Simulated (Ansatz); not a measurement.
## CH₅FSSi₂, SMILES F[Si]1(S)C[SiH2]1: harmonic frequencies at the relaxed geometry, step by step

Program: Ansatz's Python interface.

`ch5fssi2.xyz`
```text
10

F    -0.52460    0.68970    2.11100
Si    0.34670    0.48640    0.82670
S     2.13600   -0.48000    1.24560
C    -0.51620   -0.56190   -0.33150
Si   -0.33340    0.98000   -1.25590
H     1.63570   -1.47480    1.96020
H    -1.58120   -0.78740   -0.02570
H    -0.03960   -1.42290   -0.73080
H    -1.61470    1.72100   -1.41960
H     0.57430    0.79880   -2.37710
```

At the Python prompt:
```pycon
>>> import warnings
>>> import ansatz as az
>>> import numpy as np
>>> BASIS = "def2-SVP"
>>> FUNCTIONAL = "pbe0"
>>> VDW = "d4"
>>> warnings.simplefilter("ignore", az.DeckWarning)
>>> mol = az.Crystal.molecule_from_extxyz("ch5fssi2.xyz")
>>> model = (
...     mol.calculation()
...     .basis(gaussian=BASIS)
...     .functional(FUNCTIONAL, dispersion=VDW)
... )
>>> symbols = [site.symbol for site in mol.cartesian_sites]
>>> start = np.array([site.position_ang for site in mol.cartesian_sites], dtype=float)
>>> def progress(event):
...     if event["event"] == "relax_step":
...         row = event["data"]
...         print(f"step {row['step']:3d}  E = {row['lagrangian_ev']:.6f} eV  max force {row['allowed_force_max_ev_ang']:.4f} eV/A")
...
>>> summary = model.relax(force_tolerance=0.003).session().plan().execute(on_event=progress).report
step   1  E = -30401.228669 eV  max force 3.2690 eV/A
step   2  E = -30401.768263 eV  max force 1.3719 eV/A
step   3  E = -30401.900042 eV  max force 0.6421 eV/A
step   4  E = -30401.927453 eV  max force 0.2955 eV/A
step   5  E = -30401.929077 eV  max force 0.1342 eV/A
step   6  E = -30401.925222 eV  max force 0.1591 eV/A
step   7  E = -30401.936894 eV  max force 0.0655 eV/A
step   8  E = -30401.937175 eV  max force 0.0220 eV/A
step   9  E = -30401.937251 eV  max force 0.0111 eV/A
step  10  E = -30401.937321 eV  max force 0.0185 eV/A
step  11  E = -30401.937374 eV  max force 0.0168 eV/A
step  12  E = -30401.937402 eV  max force 0.0086 eV/A
step  13  E = -30401.937399 eV  max force 0.0071 eV/A
step  14  E = -30401.937412 eV  max force 0.0017 eV/A
>>> end = np.array(summary["positions_ang"])
>>> print("bond        before    after (A)")
bond        before    after (A)
>>> for i, j in [(0, 1), (1, 2), (1, 3), (1, 4), (2, 5), (3, 4), (3, 6), (3, 7), (4, 8), (4, 9)]:
...     d0, d1 = (np.linalg.norm(xyz[i] - xyz[j]) for xyz in (start, end))
...     print(f"{symbols[i]}{i}-{symbols[j]}{j}".ljust(10), f"{d0:8.4f} {d1:8.4f}")
...
F0-Si1       1.5652   1.6271
Si1-S2       2.0763   2.1211
Si1-C3       1.7846   1.8700
Si1-Si4      2.2458   2.2421
S2-H5        1.3231   1.3541
C3-Si4       1.8070   1.9421
C3-H6        1.1307   1.1004
C3-H7        1.0620   1.0984
Si4-H8       1.4892   1.4884
Si4-H9       1.4539   1.4884
>>> for i, j, k in [(0, 1, 2), (0, 1, 3), (0, 1, 4), (2, 1, 3), (2, 1, 4), (3, 1, 4), (1, 2, 5), (1, 3, 4)]:
...     u, v = end[i] - end[j], end[k] - end[j]
...     print(f"angle {symbols[i]}{i}-{symbols[j]}{j}-{symbols[k]}{k}: {np.degrees(np.arccos(np.clip(u @ v / np.linalg.norm(u) / np.linalg.norm(v), -1, 1))):.2f} deg")
...
angle F0-Si1-S2: 112.30 deg
angle F0-Si1-C3: 114.67 deg
angle F0-Si1-Si4: 123.20 deg
angle S2-Si1-C3: 118.31 deg
angle S2-Si1-Si4: 120.53 deg
angle C3-Si1-Si4: 55.48 deg
angle Si1-S2-H5: 94.87 deg
angle Si1-C3-Si4: 72.02 deg
>>> # same settings at the minimum
>>> minimum = az.Crystal.molecule()
>>> for symbol, xyz in zip(symbols, end):
...     minimum = minimum.atom(symbol, xyz.tolist())
...
>>> vibrating = (
...     minimum.calculation()
...     .basis(gaussian=BASIS)
...     .functional(FUNCTIONAL, dispersion=VDW)
...     .phonons(temperatures=(298.15, 498.15, 100))
... )
>>> vib = vibrating.run(threads=1).report["vibrations"]
>>> sums = vib["harmonic_sums"]
>>> modes = [m["omega_inv_cm"] for m in sums["modes_at_gamma"] if m["rigid_motion"] == "no"]
>>> print("frequencies (1/cm):", " ".join(f"{w:.0f}" for w in modes))
frequencies (1/cm): 91 147 194 210 249 411 412 430 506 571 640 676 738 801 865 884 902 934 1328 2247 2270 2690 3111 3203
>>> print("imaginary modes:", sum(w < 0 for w in modes), " zero-point energy:", round(sums["zero_point_energy_ev"], 4), "eV")
imaginary modes: 0  zero-point energy: 1.5196 eV
>>> print("T (K)   F_vib (eV)   S_vib (meV/K)   C_vib (meV/K)")
T (K)   F_vib (eV)   S_vib (meV/K)   C_vib (meV/K)
>>> for row in zip(sums["temperatures_k"], sums["vibrational_free_energy_ev"], vib["entropy_ev_per_k"], vib["heat_capacity_ev_per_k"]):
...     print(f"{row[0]:6.1f} {row[1]:11.4f} {1000 * row[2]:13.4f} {1000 * row[3]:15.4f}")
...
 298.1      1.4221        0.7783          0.9246
 398.1      1.3291        1.0764          1.1343
 498.1      1.2077        1.3474          1.2819
```

Total energies depend on the basis set; only differences at equal settings carry meaning. The frequencies are harmonic and unscaled, in a modest basis. The result belongs to the one conformer reached from this start, and soft torsions count as harmonic oscillators. The whole script took 2.8 min on 1 thread of Intel(R) Xeon(R) 6975P-C (Granite Rapids), with other jobs on the host, peak memory 0.33 GiB.

(Lines on the test bed's own set-up are left out of the output.)
